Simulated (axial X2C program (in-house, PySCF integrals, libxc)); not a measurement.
**BrAsBr: bond lengths and stretches, held linear**

An exercise on one series of results from a longer session: the logs are not shown, and one member is left open.

The runs use an in-house X2C program for linear molecules on PySCF integrals; all-electron X2C, two-component (2c) or spin-free, Br dyall-av3z, As dyall-v3z.

All values are calculated.

2 further runs of the same task are left out: 2 set aside as unsound or not needed.

The first run:

task.json

```json
{"zs": [35, 33, 35], "q": 0, "bas": ["dyall-av3z", "dyall-v3z", "dyall-av3z"], "r0": [2.35, 2.35], "symm": 1, "scan": ["PBE0", "HF", "TPSSh"], "levels": ["PBE0", "HF", "PBE"], "nst": 2}
```

Keys: zs atomic numbers; q charge; bas basis sets; r0 starting distance in Å; symm equal bonds; scan levels of the two-bond scan (MP2 follows by itself at each HF point); levels methods; nst determinants followed.

Command:

```console
$ python solin.py task.json out
```

Masses Br 78.918, As 74.922, Br 78.918 u.

Steps of the session up to this table: Scan at PBE0, 2c; Scan at HF, 2c; Scan at TPSSh, 2c.

One table of the session follows, with a row left open; its other results are not shown here.

```
           level  r(Br–As) (Å)  r(As–Br) (Å)  lower stretch (cm⁻¹)  upper stretch (cm⁻¹)
        PBE0, 2c         2.435         2.435                 194.9                 251.8
          HF, 2c             ?             ?                     ?                     ?
       TPSSh, 2c         2.450         2.450                 189.6                 241.9
         MP2, 2c         2.432         2.432                 198.7                 268.4
 PBE0, spin-free         2.434         2.434                 195.5                 253.1
   HF, spin-free         2.464         2.464                 198.8                 214.2
TPSSh, spin-free         2.449         2.449                 190.2                 243.1
  MP2, spin-free         2.430         2.430                 199.5                 269.5
```

**Question.** Estimate the row for HF, 2c.

As computed: r(Br–As) (Å): 2.465; r(As–Br) (Å): 2.465; lower stretch (cm⁻¹): 198.5; upper stretch (cm⁻¹): 212.9. In the column «r(Br–As) (Å)» it is the highest.

Scans not shown above were run alike.

Caveats from the session: The molecule was held linear; bending was not examined, so a bent shape may lie lower. Note: functional without a current term on a determinant with orbital currents, of the molecule or an atom.
